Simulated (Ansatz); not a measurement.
# C4H9F4HfNO2: how energies converge with the basis set

How large a basis does C4H9F4HfNO2 need? Two functionals are run in growing sets.

Method: one geometry, several basis sets; program: Ansatz 0.2.0, Gaussian basis.

Plan: PBE0-D4/def2-SVP; ωB97M-V/def2-SVP; PBE0-D4/def2-QZVPP; ωB97M-V/def2-QZVPP; the functionals' def2-TZVPP values are taken from earlier runs.

### 1 Structure used throughout

An earlier PBE0-D4/def2-TZVP relaxation fixed the geometry. Hf takes the def2 core potential; no spin-orbit term is included.

21 atoms, charge 0, spin multiplicity 1.

Atoms are counted from 1 here; the program's logs count them from 0.

Bond lengths: C1–N2 1.445 Å, C1–H13 1.096 Å, C1–H14 1.099 Å, C1–H15 1.099 Å, N2–C3 1.443 Å, N2–Hf4 2.021 Å, C3–H16 1.092 Å, C3–H17 1.099 Å, C3–H18 1.099 Å, Hf4–O5 1.923 Å, Hf4–F6 1.928 Å, Hf4–O7 1.952 Å, O5–H19 0.952 Å, O7–C8 1.372 Å, C8–C9 1.516 Å, C8–H20 1.097 Å, C8–H21 1.097 Å, C9–F10 1.337 Å and more. Angles: N2–C1–H13 111.2°, N2–C1–H14 111.6°, N2–C1–H15 111.8°, H13–C1–H14 107.0°, H13–C1–H15 107.5°, H14–C1–H15 107.6°, C1–N2–C3 112.8°, C1–N2–Hf4 119.9°, C3–N2–Hf4 127.3°, N2–C3–H16 110.7°, N2–C3–H17 111.5°, N2–C3–H18 111.3°, H16–C3–H17 107.8°, H16–C3–H18 107.8°, H17–C3–H18 107.5°, N2–Hf4–O5 106.9°, N2–Hf4–F6 107.9°, N2–Hf4–O7 108.7° and more.

### 2 PBE0-D4 in def2-SVP

Contents of in.yaml:

```yaml
crystal:
  periodic: [false, false, false]
  atoms:
    - {symbol: C, position_ang: [-0.207390, 2.583054, 0.328838]}
    - {symbol: N, position_ang: [-0.375753, 1.274612, 0.917832]}
    - {symbol: C, position_ang: [0.416633, 1.092376, 2.109555]}
    - {symbol: Hf, position_ang: [-1.562062, -0.090768, 0.015868]}
    - {symbol: O, position_ang: [-1.946973, -1.446843, 1.323324]}
    - {symbol: F, position_ang: [-3.106265, 0.831885, -0.677791]}
    - {symbol: O, position_ang: [-0.610948, -0.824935, -1.523140]}
    - {symbol: C, position_ang: [0.533553, -1.235283, -2.159175]}
    - {symbol: C, position_ang: [1.326441, -2.194512, -1.293979]}
    - {symbol: F, position_ang: [0.647397, -3.316116, -1.032657]}
    - {symbol: F, position_ang: [1.641783, -1.643055, -0.111821]}
    - {symbol: F, position_ang: [2.467987, -2.539690, -1.899078]}
    - {symbol: H, position_ang: [-0.829047, 2.698124, -0.566195]}
    - {symbol: H, position_ang: [-0.499347, 3.380517, 1.026593]}
    - {symbol: H, position_ang: [0.835681, 2.765780, 0.033378]}
    - {symbol: H, position_ang: [0.251241, 0.100575, 2.535788]}
    - {symbol: H, position_ang: [1.490881, 1.193048, 1.899342]}
    - {symbol: H, position_ang: [0.159962, 1.835191, 2.878315]}
    - {symbol: H, position_ang: [-2.138888, -2.306946, 1.682699]}
    - {symbol: H, position_ang: [0.304696, -1.760979, -3.093837]}
    - {symbol: H, position_ang: [1.200409, -0.396044, -2.393868]}
basis:
  gaussian: {orbitals: def2-SVP}
hamiltonian: {xc: pbe0, dispersion: d4}
output: {orbitals: {seedname: orbitals}}
```

Command:

```sh
ansatz run in.yaml --threads 4 --pin off --events-out ev --progress --plain --max-ram 46080MiB --backend cpu
```

After this run come: ωB97M-V in def2-SVP; PBE0-D4 in def2-QZVPP; ωB97M-V in def2-QZVPP.

Q: Predict the results of all the runs planned. Wanted: PBE0-D4: double and triple zeta above quadruple; ωB97M-V: double and triple zeta above quadruple.

The runs gave:

| quantity | value |
| --- | --- |
| PBE0-D4: double and triple zeta above quadruple | 25.99, 1.10 eV |
| ωB97M-V: double and triple zeta above quadruple | 26.60, 1.04 eV |

**Reading.** For PBE0-D4 the step from double to triple zeta gains 24.88 eV and the next only 1.10 eV. These are total energies; as a rule much of such shifts cancels in differences, which this series doesn't test. The LUMO of ωB97M-V is positive and keeps falling with the basis (1.38 to 0.64 eV): an unbound level that the basis holds in place.
